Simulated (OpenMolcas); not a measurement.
# Mn²⁺ among point charges: CASSCF and CASPT2 levels and susceptibility

How does a field of 5 point charges split the states of Mn²⁺, and what χT follows?

Method: state-averaged CASSCF and CASPT2, spin-orbit coupling by RASSI with atomic mean-field integrals. Code: OpenMolcas 26.06.

## (1) The atom as given

```
Species                           : Mn²⁺ (manganese, Z = 25, 23 electrons)
Basis                             : ANO-RCC-VDZP [5s4p2d1f], 34 functions
Scalar Hamiltonian                : DKH2, point nucleus
Inactive shells                   : 1s 2s 2p 3s 3p
Active space                      : 5 electrons in 5 orbitals (3d)
Some configurations of this space : 3d⁵
Orbitals                          : optimised for each spin and parity, averaged over all roots
```

Outer shells as boxes (Hund's rule):

3d5
```
3d [↑ ][↑ ][↑ ][↑ ][↑ ]
```

The ion sits among 5 point charges of -1.5 e arranged as a square pyramid (C4v), 2.04 Å from the ion, with the axial distance 2.387 Å.

The work runs as a chain of OpenMolcas steps in one folder; each step below is one input file. Labels, J, g values, rates, χT and fits are worked out afterwards by a script from the matrices that RASSI stores.

## (2) Basis and integrals

File a.inp:

```
&GATEWAY
Coord
1

Mn 0.0 0.0 0.0
Basis=ANO-RCC-VDZP
Group=NoSym
NoMove
AngMom=0.0 0.0 0.0
AMFI
XField
5 Angstrom 0
2.040000 0.000000 0.000000 -1.500000
0.000000 2.040000 0.000000 -1.500000
-2.040000 0.000000 0.000000 -1.500000
0.000000 -2.040000 0.000000 -1.500000
0.000000 0.000000 2.386800 -1.500000
&SEWARD
```

The run is started by

```bash
$ OMP_NUM_THREADS=1 MOLCAS_MEM=1689 MOLCAS_PROJECT=a pymolcas a.inp > a.log
```

## (3) CASSCF: sextets, 1 root

File a.inp:

```
&RASSCF
FileOrb=start.orb
Symmetry=1
Spin=6
nActEl=5 0 0
Inactive=9
Ras2=5
CIRoot=1 1 1
SDav=1
CIMx=300
Iter=120 100
PrWF=0.3
OrbListing=Nothing
MaxOrb=0
>>> COPY $Project.JobIph JOB001
```

start.orb holds the contracted functions of the basis, ordered by shell, or the orbitals of the step before.

## (4) CASSCF: quartets, 24 roots

File a.inp:

```
&RASSCF
FileOrb=start.orb
Symmetry=1
Spin=4
nActEl=5 0 0
Inactive=9
Ras2=5
CIRoot=24 24 1
SDav=24
CIMx=300
Iter=120 100
PrWF=0.3
OrbListing=Nothing
MaxOrb=0
>>> COPY $Project.JobIph JOB002
```

## (5) CASSCF: doublets, 75 roots

File a.inp:

```
&RASSCF
FileOrb=start.orb
Symmetry=1
Spin=2
nActEl=5 0 0
Inactive=9
Ras2=5
CIRoot=75 75 1
SDav=75
CIMx=300
Iter=120 100
PrWF=0.3
OrbListing=Nothing
MaxOrb=0
>>> COPY $Project.JobIph JOB003
```

## (6) RASSI: spin-orbit coupling between the states

File a.inp:

```
&RASSI
NrOfJobIphs=3 1 24 75
1
1 2 3 4 5 6 7 8 9 10 11 12 13 14 15 16 17 18 19 20 21 22 23 24
1 2 3 4 5 6 7 8 9 10 11 12 13 14 15 16 17 18 19 20 21 22 23 24 25 26 27
28 29 30 31 32 33 34 35 36 37 38 39 40 41 42 43 44 45 46 47 48 49 50 51
52 53 54 55 56 57 58 59 60 61 62 63 64 65 66 67 68 69 70 71 72 73 74 75
IphNames
JOB001
JOB002
JOB003
EJob
SpinOrbit
DIPRint=1.0
SOCoupling=1000.0
Subsets=2
Property=9
'ANGMOM' 1 'ANGMOM' 2 'ANGMOM' 3 'MLTPL  1' 1 'MLTPL  1' 2 'MLTPL  1' 3
'AMFI' 1 'AMFI' 2 'AMFI' 3
SOProperty=3
'ANGMOM' 1 'ANGMOM' 2 'ANGMOM' 3
```

## (7) CASPT2: IPEA 0.25, imaginary shift 0.1 (closed shells correlated: 3s 3p)

File a.inp:

```
>>> COPY JOB001 $Project.JobIph
&CASPT2
Multistate=1 1
Frozen=5
IPEA=0.25
Imaginary=0.1
MaxIter=60
WThr=0.0 0.3 0.05
PrWF=0.5
NoMix
>>> COPY JOB002 $Project.JobIph
&CASPT2
Multistate=24 1 2 3 4 5 6 7 8 9 10 11 12 13 14 15 16 17 18 19 20 21 22
23 24
NoMult
Frozen=5
IPEA=0.25
Imaginary=0.1
MaxIter=60
WThr=0.0 0.3 0.05
PrWF=0.5
NoMix
>>> COPY JOB003 $Project.JobIph
&CASPT2
Multistate=75 1 2 3 4 5 6 7 8 9 10 11 12 13 14 15 16 17 18 19 20 21 22
23 24 25 26 27 28 29 30 31 32 33 34 35 36 37 38 39 40 41 42 43 44 45 46
47 48 49 50 51 52 53 54 55 56 57 58 59 60 61 62 63 64 65 66 67 68 69 70
71 72 73 74 75
NoMult
Frozen=5
IPEA=0.25
Imaginary=0.1
MaxIter=60
WThr=0.0 0.3 0.05
PrWF=0.5
NoMix
```

(Steps that only read results are left out.)

Q: Predict the outcome of this session. Wanted: spin-free ground state; lowest level; next level.

The runs gave:

```
                 quantity                                                                        value
                   method  SS-CASPT2, IPEA 0.25, imaginary shift 0.1 (closed shells correlated: 3s 3p)
   spin-free ground state                                           sextet, 1-fold in its orbital part
             lowest level                                                 2-fold, g = 2.00, 6.01, 6.01
               next level                                                                     0.2 cm⁻¹
              χT at 300 K                                                               4.39 cm³ K/mol
effective moment at 300 K                                                                      5.92 μB
```

Cost by method:

```tsv
method	time of its own steps	time with the reference
A. CASSCF	25 s	25 s
B. SS-CASPT2, IPEA 0.25, imaginary shift 0.1, +3s 3p	9.9 s	35 s
```

Times are of one thread on a shared host.

In words: The spin-free ground state (sextet) comes to 100 % from free-ion S terms and keeps the highest spin of the shell. χT at 300 K is 4.39, against 4.39 cm³ K/mol for the spin alone, as a half-filled shell (L = 0) has no orbital moment. An active space of the d shell alone favours high spin; real ions in strong fields can be low spin. The field of point charges can differ much from that of real complexes. With metal d orbitals alone active, the gaps between spin states are rough; where two lie within a few thousand cm-1, their order is open. This is an electrostatic model: the charges have no orbitals.
